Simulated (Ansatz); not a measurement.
**C3HF5: how energies converge with the basis set**

The task here is to estimate one member of a computed series from the others.

Method: one geometry, several basis sets; program: Ansatz 0.2.0, Gaussian basis.

Levels to be run: PBE0-D4/def2-SVP; ωB97M-V/def2-SVP; PBE0-D4/def2-QZVPP; ωB97M-V/def2-QZVPP; the functionals' def2-TZVPP values are taken from earlier runs.

## The geometry

An earlier PBE0-D4 in a triple-zeta def2 set relaxation fixed the geometry.

SMILES `F/C=C(\F)C(F)(F)F`, 9 atoms, charge 0, spin multiplicity 1.

Atoms are counted from 1 here; the program's logs count them from 0.

Bond lengths: F1–C2 1.322 Å, C2–C3 1.322 Å, C2–H9 1.081 Å, C3–F4 1.325 Å, C3–C5 1.497 Å, C5–F6 1.334 Å, C5–F7 1.335 Å, C5–F8 1.335 Å. Angles: F1–C2–C3 121.5°, F1–C2–H9 115.4°, C3–C2–H9 123.1°, C2–C3–F4 122.8°, C2–C3–C5 123.7°, F4–C3–C5 113.5°, C3–C5–F6 111.0°, C3–C5–F7 111.1°, C3–C5–F8 111.1°, F6–C5–F7 108.2°, F6–C5–F8 108.2°, F7–C5–F8 107.3°.

The first run:

The input, in.yaml:

```yaml
crystal:
  periodic: [false, false, false]
  atoms:
    - {symbol: F, position_ang: [-0.007620, -1.631276, 1.997955]}
    - {symbol: C, position_ang: [-0.072391, -0.522686, 1.281276]}
    - {symbol: C, position_ang: [0.085495, -0.538474, -0.031507]}
    - {symbol: F, position_ang: [0.316511, -1.651179, -0.713339]}
    - {symbol: C, position_ang: [0.021655, 0.686764, -0.889953]}
    - {symbol: F, position_ang: [-0.211013, 1.774506, -0.153124]}
    - {symbol: F, position_ang: [1.166389, 0.869591, -1.551495]}
    - {symbol: F, position_ang: [-0.949545, 0.585405, -1.799936]}
    - {symbol: H, position_ang: [-0.260882, 0.381047, 1.842924]}
basis:
  gaussian: {orbitals: def2-SVP}
hamiltonian: {xc: pbe0, dispersion: d4}
output: {orbitals: {seedname: orbitals}}
```

On the command line:

```sh
ansatz run in.yaml --threads 4 --pin off --events-out ev --progress --plain --max-ram 11315MiB
```

Among the steps run: PBE0-D4 in def2-SVP; ωB97M-V in def2-SVP; PBE0-D4 in def2-QZVPP; ωB97M-V in def2-QZVPP.

One of the session's tables, all rows but one given; the rest of the session is left out.

It belongs to the step «Density functionals: the series». 

```
functional       basis  HOMO (eV)
   PBE0-D4    def2-SVP      -8.23
   PBE0-D4  def2-TZVPP          ?
   PBE0-D4  def2-QZVPP      -8.41
   ωB97M-V    def2-SVP     -10.48
   ωB97M-V  def2-TZVPP     -10.64
   ωB97M-V  def2-QZVPP     -10.69
```

Estimate the missing values for PBE0-D4, def2-TZVPP.

The run gave: HOMO (eV): -8.36. In the column «HOMO (eV)» it lies between PBE0-D4, def2-QZVPP (-8.41) and PBE0-D4, def2-SVP (-8.23).
